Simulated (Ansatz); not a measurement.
# Cl₃H₃O₄SiSn: vertical ionisation energy

The task here is to estimate one member of a computed series from the others.

The runs use Ansatz 0.2.0, Gaussian basis; unrestricted cation, the program's frozen cores in correlated methods.

Levels to be run: UKS PBE-D4/def2-TZVPP; UKS r2SCAN-D4/def2-TZVPP; UKS PBE0-D4/def2-TZVPP; UKS B3LYP-D4/def2-TZVPP; UKS wB97X-V/def2-TZVPP; UKS wB97M-V/def2-TZVPP; UKS B2PLYP/def2-TZVPP; UHF-CCSD(T)/def2-TZVPP; UHF-MP2/def2-QZVPP; extrapolation to the limit; then −ε(HOMO) from the neutral's earlier runs with LDA (SPW92), PBE-D4, revPBE-D4, BLYP-D4, r2SCAN-D4, B97M-V, PBE0-D4, B3LYP-D4, r2SCANh-D4, r2SCAN0-D4, HSE06-D4, BHLYP-D4, CAM-B3LYP-D4, LC-ωPBE, ωB97X-V, ωB97M-V.

**The relaxed structure**

The geometry comes from an earlier relaxation with PBE0-D4 in a triple-zeta def2 set; it is a stationary point, not always the lowest conformer. Sn takes the def2 core potential; no spin-orbit term is included.

SMILES `O[Si](O)(O)[O][Sn]([Cl])([Cl])[Cl]`, 12 atoms, charge 0, spin multiplicity 1.

Atoms are counted from 1 here; the program's logs count them from 0.

Bond lengths: O1–Si2 1.624 Å, O1–H10 0.958 Å, Si2–O3 1.633 Å, Si2–O4 1.628 Å, Si2–O5 1.633 Å, O3–H11 0.958 Å, O4–H12 0.958 Å, O5–Sn6 1.930 Å, Sn6–Cl7 2.289 Å, Sn6–Cl8 2.288 Å, Sn6–Cl9 2.289 Å. Angles: Si2–O1–H10 117.2°, O1–Si2–O3 107.8°, O1–Si2–O4 106.7°, O1–Si2–O5 114.7°, O3–Si2–O4 115.7°, O3–Si2–O5 103.1°, O4–Si2–O5 109.1°, Si2–O3–H11 118.8°, Si2–O4–H12 117.6°, Si2–O5–Sn6 125.8°, O5–Sn6–Cl7 110.2°, O5–Sn6–Cl8 112.0°, O5–Sn6–Cl9 105.3°, Cl7–Sn6–Cl8 111.3°, Cl7–Sn6–Cl9 108.7°, Cl8–Sn6–Cl9 109.1°.

Coordinates:

```csv
atom,x (Å),y (Å),z (Å)
O1,-2.2814,-0.3800,0.0427
Si2,-0.7393,-0.6696,-0.3778
O3,0.0189,-1.3149,0.9170
O4,-0.7857,-1.6082,-1.7074
O5,0.1442,0.6656,-0.6981
Sn6,1.3989,1.5055,0.5034
Cl7,3.3122,0.2578,0.6496
Cl8,0.4886,1.8765,2.5696
Cl9,1.9074,3.5180,-0.4620
H10,-2.9271,-0.3331,-0.6637
H11,-0.4717,-1.9005,1.4947
H12,0.0122,-1.6721,-2.2338
```

The first run:

File in.yaml:

```yaml
crystal:
  periodic: [false, false, false]
  atoms:
    - {symbol: O, position_ang: [-2.281440, -0.379958, 0.042660]}
    - {symbol: Si, position_ang: [-0.739287, -0.669624, -0.377778]}
    - {symbol: O, position_ang: [0.018867, -1.314913, 0.917040]}
    - {symbol: O, position_ang: [-0.785716, -1.608151, -1.707426]}
    - {symbol: O, position_ang: [0.144169, 0.665554, -0.698100]}
    - {symbol: Sn, position_ang: [1.398882, 1.505514, 0.503397]}
    - {symbol: Cl, position_ang: [3.312156, 0.257752, 0.649587]}
    - {symbol: Cl, position_ang: [0.488633, 1.876462, 2.569553]}
    - {symbol: Cl, position_ang: [1.907407, 3.518049, -0.462043]}
    - {symbol: H, position_ang: [-2.927086, -0.333146, -0.663651]}
    - {symbol: H, position_ang: [-0.471684, -1.900517, 1.494671]}
    - {symbol: H, position_ang: [0.012201, -1.672121, -2.233809]}
basis:
  gaussian: {orbitals: def2-TZVPP}
total_charge: 1
magnetization: {spin_polarized: true, initial_magnetization: 1}
hamiltonian: {xc: pbe, dispersion: d4}
```

Launch:

```sh
ansatz run in.yaml --threads 5 --pin off --events-out ev --progress --plain --max-ram 66560MiB --backend cuda --devices 0, --max-vram 37GiB
```

Among the steps run: Cation, UKS PBE-D4/def2-TZVPP; Cation, UKS r2SCAN-D4/def2-TZVPP; Cation, UKS PBE0-D4/def2-TZVPP; Cation, UKS B3LYP-D4/def2-TZVPP; Cation, UKS wB97X-V/def2-TZVPP; Cation, UKS wB97M-V/def2-TZVPP; Cation, UKS B2PLYP (frozen core)/def2-TZVPP; Cation, UHF-CCSD(T)/def2-TZVPP; Cation, UHF-MP2/def2-QZVPP.

One of the session's tables, all rows but one given; the rest of the session is left out.

Orbital estimates, from the neutral's runs:

| functional | −ε(HOMO) (eV) |
| --- | --- |
| LDA (SPW92) | 7.85 |
| PBE-D4 | 7.63 |
| revPBE-D4 | 7.55 |
| BLYP-D4 | 7.53 |
| r2SCAN-D4 | 8.06 |
| B97M-V | 8.14 |
| PBE0-D4 | ? |
| B3LYP-D4 | 9.08 |
| r2SCANh-D4 | 8.70 |
| r2SCAN0-D4 | 9.66 |
| HSE06-D4 | 8.96 |
| BHLYP-D4 | 10.75 |
| CAM-B3LYP-D4 | 10.82 |
| LC-ωPBE | 12.25 |
| ωB97X-V | 11.88 |
| ωB97M-V | 11.72 |

**Question.** Estimate the row for PBE0-D4.

The run gave: −ε(HOMO) (eV): 9.37. In the column «−ε(HOMO) (eV)» it lies between B3LYP-D4 (9.08) and r2SCAN0-D4 (9.66).
